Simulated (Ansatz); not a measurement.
## Ta3Cu under changes of volume

One of the cells (16.942 Å³/atom); the others are scaled copies at fixed shape and fractional positions:

```
CELL_PARAMETERS angstrom
-2.00651 2.00651 4.20817
2.00651 -2.00651 4.20817
2.00651 2.00651 -4.20817
ATOMIC_POSITIONS crystal
Ta 0.50000 0.50000 0.00000
Ta 0.25000 0.75000 0.50000
Ta 0.75000 0.25000 0.50000
Cu 0.00000 0.00000 0.00000
```

The cell comes from a database or a generator and needn't be the stable form of this composition.

- Program: Ansatz 0.2.0
- Functional: LDA
- Potentials or basis: all-electron LAPW, scalar-relativistic
- Cutoff: 246 eV (chosen from the basis error)
- Basis error allowed: 0.002 eV/atom
- k mesh: 9 × 9 × 9
- Occupations: fermi-dirac, width 0.05 eV
- Spin: no spin polarisation

| volume (Å³/atom) | energy over the lowest point (meV/atom) | pressure (GPa) |
| --- | --- | --- |
| 15.926 | 0.00 | -0.1 |
| 16.265 | 4.63 | -4.2 |
| 16.604 | 17.56 | -7.9 |
| 16.942 | 37.95 | -11.3 |
| 17.281 | 65.09 | -14.3 |
| 17.620 | 98.32 | -17.0 |
| 17.959 | ? | ? |

Q: What does the run at 17.959 Å³/atom give?

A: Energy over the lowest point 137.02 meV/atom; pressure -19.5 GPa.

Worked out: A Birch-Murnaghan fit of order 3 (a polynomial in V^(-2/3)) to the other rows has its minimum at 15.92 Å³/atom, just outside them, with B0 = V·E''(V) = 206 GPa and B' = 4.0 at fixed shape and positions, which overstates the stiffness. It gives 137.00 meV/atom at 17.959 Å³/atom, against the run's 137.02, and -dE/dV = -19.5 GPa, against -19.5.

Energies are extrapolated to zero smearing.
